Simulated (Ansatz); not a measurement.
# BH4NOSi: basis-set convergence

The task here is to estimate one member of a computed series from the others.

Method: one geometry, several basis sets; program: Ansatz 0.2.0, Gaussian basis.

The runs, in order: PBE0-D4/def2-SVP; ωB97M-V/def2-SVP; PBE0-D4/def2-QZVPP; ωB97M-V/def2-QZVPP; the functionals' def2-TZVPP values are taken from earlier runs.

### Structure used throughout

All runs share one geometry, relaxed beforehand with PBE0-D4 in a triple-zeta def2 set.

SMILES `NB1O[SiH2]1`, 8 atoms, charge 0, spin multiplicity 1.

Atoms are counted from 1 here; the program's logs count them from 0.

Bond lengths: N1–B2 1.384 Å, N1–H5 1.003 Å, N1–H6 1.007 Å, B2–O3 1.370 Å, B2–Si4 1.889 Å, O3–Si4 1.728 Å, Si4–H7 1.484 Å, Si4–H8 1.484 Å. Angles: B2–N1–H5 122.8°, B2–N1–H6 122.3°, H5–N1–H6 114.9°, N1–B2–O3 132.1°, N1–B2–Si4 166.3°, O3–B2–Si4 61.6°, B2–O3–Si4 74.2°, B2–Si4–O3 44.2°, B2–Si4–H7 125.1°, B2–Si4–H8 125.1°, O3–Si4–H7 113.0°, O3–Si4–H8 113.0°, H7–Si4–H8 109.6°.

Set-up of the first run:

The input, in.yaml:

```yaml
crystal:
  periodic: [false, false, false]
  atoms:
    - {symbol: N, position_ang: [-0.560368, 1.583653, -0.439149]}
    - {symbol: B, position_ang: [-0.094387, 0.343694, -0.038669]}
    - {symbol: O, position_ang: [0.408156, -0.107998, 1.153457]}
    - {symbol: Si, position_ang: [0.438647, -1.464844, 0.084438]}
    - {symbol: H, position_ang: [-0.903440, 1.762066, -1.364592]}
    - {symbol: H, position_ang: [-0.580019, 2.377415, 0.180507]}
    - {symbol: H, position_ang: [1.810268, -1.970094, -0.171624]}
    - {symbol: H, position_ang: [-0.426756, -2.580993, 0.539932]}
basis:
  gaussian: {orbitals: def2-SVP}
hamiltonian: {xc: pbe0, dispersion: d4}
output: {orbitals: {seedname: orbitals}}
```

Command:

```console
> ansatz run in.yaml --threads 2 --pin off --events-out ev --progress --plain --max-ram 4352MiB
```

Steps of the session up to this table: PBE0-D4 in def2-SVP; ωB97M-V in def2-SVP; PBE0-D4 in def2-QZVPP; ωB97M-V in def2-QZVPP.

One table of the session follows, with a row left open; its other results are not shown here.

It belongs to the step «Density functionals: the series». 

```
functional       basis  HOMO (eV)  LUMO (eV)
   PBE0-D4    def2-SVP      -6.74      -0.04
   PBE0-D4  def2-TZVPP      -6.82      -0.43
   PBE0-D4  def2-QZVPP      -6.85      -0.55
   ωB97M-V    def2-SVP      -8.85       1.89
   ωB97M-V  def2-TZVPP      -8.97       1.29
   ωB97M-V  def2-QZVPP          ?          ?
```

Q: Estimate the row for ωB97M-V, def2-QZVPP from the others.

The run gave: HOMO (eV): -9.00; LUMO (eV): 1.01. In the column «HOMO (eV)» it is the lowest.
